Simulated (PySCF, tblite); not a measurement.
**C₅H₈BNS₂: geometry, infrared bands and NMR shifts**

Wanted: the infrared bands and NMR shifts of C₅H₈BNS₂ (`C=CCNB1SC=CS1`), by calculation.

Programs: tblite 0.8.0 and PySCF 2.14.0, with density-fitted response routines of our own. Each step states its level of theory. These are calculated values for one molecule in the gas phase, unless marked as measured. Atoms count from 0, in the outputs and in this text.

## Step 1: Starting geometry

17 atoms, charge 0, multiplicity 1; geometry from: force field or distance geometry start.

Bonds of the start (Å): C0–C1 1.30, C1–C2 1.52, C2–N3 1.43, N3–B4 1.53, B4–S5 1.91, S5–C6 1.78, C6–C7 1.29, C7–S8 1.77, S8–B4 1.89, C0–H9 1.11, C0–H10 1.11, C1–H11 1.06, C2–H12 1.11, C2–H13 1.11, N3–H14 1.02, C6–H15 1.10, C7–H16 1.12.

## Step 2: Relaxing the molecule with GFN2-xTB

What the job is given:

```
{"job": {"kind": "relax", "xc": "GFN2-xTB", "basis": "xTB"}, "charge": 0, "multiplicity": 1}
C     -3.582700     0.007200    -0.194700
C     -2.452800    -0.411100    -0.679600
C     -1.316900    -0.782100     0.264500
N     -0.237600     0.093800    -0.086300
B      1.005300    -0.137300     0.777400
S      2.400500    -1.264200     0.111900
C      3.638000    -0.035500    -0.253000
C      3.481100     1.115000     0.308700
S      2.063800     1.316900     1.349200
H     -3.745500     0.105000     0.900500
H     -4.414700     0.273600    -0.875400
H     -2.292000    -0.517000    -1.722200
H     -1.121200    -1.862000     0.073200
H     -1.641300    -0.656800     1.317900
H     -0.474800     1.078600    -0.241100
H      4.491500    -0.271900    -0.909400
H      4.192300     1.959900     0.147300
```

Started as:

```console
$ OMP_NUM_THREADS=1 python probes_run.py task.json out
```

This one command runs all jobs of the session in turn.

**Question.** This job is followed by: GFN2-xTB harmonic vibrations, gas phase; GIAO PBE0/pcSseg-1 NMR shielding, non-relativistic, gas phase. Predict these results of the whole session: strongest single infrared mode (GFN2-xTB); zero-point energy (GFN2-xTB); 13C shifts against TMS (PBE0/pcSseg-1, means over atoms taken as alike); 1H shifts against TMS (PBE0/pcSseg-1, means over atoms taken as alike); 15N shifts against NH3 (PBE0/pcSseg-1); 11B shifts against BF3·OEt2 (PBE0/pcSseg-1); 33S shifts against CS2 (PBE0/pcSseg-1, means over atoms taken as alike).

As calculated:

| quantity | value |
| --- | --- |
| strongest single infrared mode (GFN2-xTB) | 1443 cm⁻¹, 354 km/mol |
| zero-point energy (GFN2-xTB) | 78.2 kcal/mol |
| 13C shifts against TMS (PBE0/pcSseg-1, means over atoms taken as alike) | 147.7, 128.6, 122.7, 57.7 ppm |
| 1H shifts against TMS (PBE0/pcSseg-1, means over atoms taken as alike) | 6.22, 6.20, 5.48, 5.38, 3.88, 3.37 ppm |
| 15N shifts against NH3 (PBE0/pcSseg-1) | 104.8 ppm |
| 11B shifts against BF3·OEt2 (PBE0/pcSseg-1) | 41.2 ppm |
| 33S shifts against CS2 (PBE0/pcSseg-1, means over atoms taken as alike) | 61 ppm |

What this shows: Over 111 steps the energy fell by 2.249 eV; of the close pairs, N3–B4 changed most, 1.531 to 1.387 Å. No mode is imaginary among the 45: a minimum at this level. The strongest single mode, at 1443 cm⁻¹, is carried by N3, B4, H14. GFN2-xTB is a fitted tight-binding method: band positions and strengths are rough. Its intensities can rank the bands wrongly. At PBE0/pcSseg-1: Shielding is most anisotropic at C1 (span 232 ppm, paramagnetic term -217 ppm).
